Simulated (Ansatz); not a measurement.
# CH9NOSi2: up Jacob's ladder to CCSD(T)

Aim: compute CH9NOSi2 with functionals from several rungs and with coupled cluster, and see how far each lands from CCSD(T) at the basis-set limit for the atomisation energy.

Program: Ansatz 0.2.0, Gaussian basis. Level of theory: functionals in def2-TZVPP, the program's frozen cores in correlated methods. These are calculated values, not measurements.

Plan: PBE-D4, r2SCAN-D4, PBE0-D4, B3LYP-D4, ωB97X-V, ωB97M-V, B2PLYP; CCSD(T)/def2-TZVPP; MP2/def2-QZVPP; extrapolation to the limit.

### 1 The geometry

An earlier PBE0-D4 in a triple-zeta def2 set relaxation fixed the geometry.

SMILES `CO[SiH2]N[SiH3]`, 14 atoms, charge 0, spin multiplicity 1.

Atoms are counted from 1 here; the program's logs count them from 0.

Bond lengths: C1–O2 1.407 Å, C1–H6 1.091 Å, C1–H7 1.096 Å, C1–H8 1.097 Å, O2–Si3 1.643 Å, Si3–N4 1.710 Å, Si3–H9 1.488 Å, Si3–H10 1.487 Å, N4–Si5 1.728 Å, N4–H11 1.010 Å, Si5–H12 1.488 Å, Si5–H13 1.488 Å, Si5–H14 1.484 Å. Angles: O2–C1–H6 108.4°, O2–C1–H7 111.5°, O2–C1–H8 111.7°, H6–C1–H7 108.4°, H6–C1–H8 108.4°, H7–C1–H8 108.4°, C1–O2–Si3 122.6°, O2–Si3–N4 110.2°, O2–Si3–H9 109.8°, O2–Si3–H10 108.3°, N4–Si3–H9 108.4°, N4–Si3–H10 109.7°, H9–Si3–H10 110.5°, Si3–N4–Si5 127.0°, Si3–N4–H11 115.6°, Si5–N4–H11 116.6°, N4–Si5–H12 112.7°, N4–Si5–H13 110.9° and more.

### 2 PBE-D4 (GGA)

in.yaml reads:

```yaml
crystal:
  periodic: [false, false, false]
  atoms:
    - {symbol: C, position_ang: [-1.240202, 1.091225, 2.036082]}
    - {symbol: O, position_ang: [-1.016906, 0.497946, 0.779766]}
    - {symbol: Si, position_ang: [0.085067, -0.699067, 0.548958]}
    - {symbol: N, position_ang: [0.235123, -1.050813, -1.117531]}
    - {symbol: Si, position_ang: [1.082468, -0.122496, -2.304086]}
    - {symbol: H, position_ang: [-1.921079, 1.933620, 1.902322]}
    - {symbol: H, position_ang: [-1.698198, 0.385350, 2.738971]}
    - {symbol: H, position_ang: [-0.309265, 1.466369, 2.478550]}
    - {symbol: H, position_ang: [-0.358006, -1.934157, 1.251586]}
    - {symbol: H, position_ang: [1.394156, -0.237054, 1.082746]}
    - {symbol: H, position_ang: [-0.363540, -1.787347, -1.462935]}
    - {symbol: H, position_ang: [0.168157, 0.613938, -3.218813]}
    - {symbol: H, position_ang: [1.945874, -0.995716, -3.144330]}
    - {symbol: H, position_ang: [1.922548, 0.852102, -1.563886]}
basis:
  gaussian: {orbitals: def2-TZVPP}
hamiltonian: {xc: pbe, dispersion: d4}
output: {forces: true, orbitals: {seedname: orbitals}}
```

Started as:

```console
$ ansatz run in.yaml --threads 4 --pin off --events-out ev --progress --plain --max-ram 10444MiB
```

After this run come: r2SCAN-D4 (meta-GGA); PBE0-D4 (hybrid); B3LYP-D4 (hybrid); ωB97X-V (range-separated); ωB97M-V (range-separated); B2PLYP (double hybrid); CCSD(T) in def2-TZVPP; MP2 in def2-QZVPP.

Before running them: what should the planned runs give, taken together? Wanted: atomisation energy, CCSD(T)/CBS; farthest; mean size of error, hybrid; mean size of error, range-separated; gap, smallest and largest; T1 diagnostic; triples share of the correlation energy.

The runs gave:

```
                               quantity                                 value
        atomisation energy, CCSD(T)/CBS                         4889.7 kJ/mol
 functionals within 24.4 kJ/mol (0.5 %)    PBE-D4, B3LYP-D4, ωB97X-V, ωB97M-V
                               farthest                 B2PLYP (-64.7 kJ/mol)
             mean size of error, hybrid                           32.4 kJ/mol
    mean size of error, range-separated                           11.0 kJ/mol
              gap, smallest and largest  5.79 eV (PBE-D4), 12.38 eV (ωB97X-V)
                          T1 diagnostic                                0.0110
triples share of the correlation energy                                 3.4 %
```

In words: PBE-D4 is off by -3.0 kJ/mol. Double hybrids carry the basis error of their MP2 part in triple zeta, and no dispersion term here, so their miss is partly the set-up's. The reference freezes the cores and leaves out relativity and excitations past (T), so misses under about 24.4 kJ/mol can't be ranked. Hartree-Fock recovers 73 % of the binding; the rest is correlation. Orbital gaps span 5.8 to 12.4 eV; exact exchange widens them.
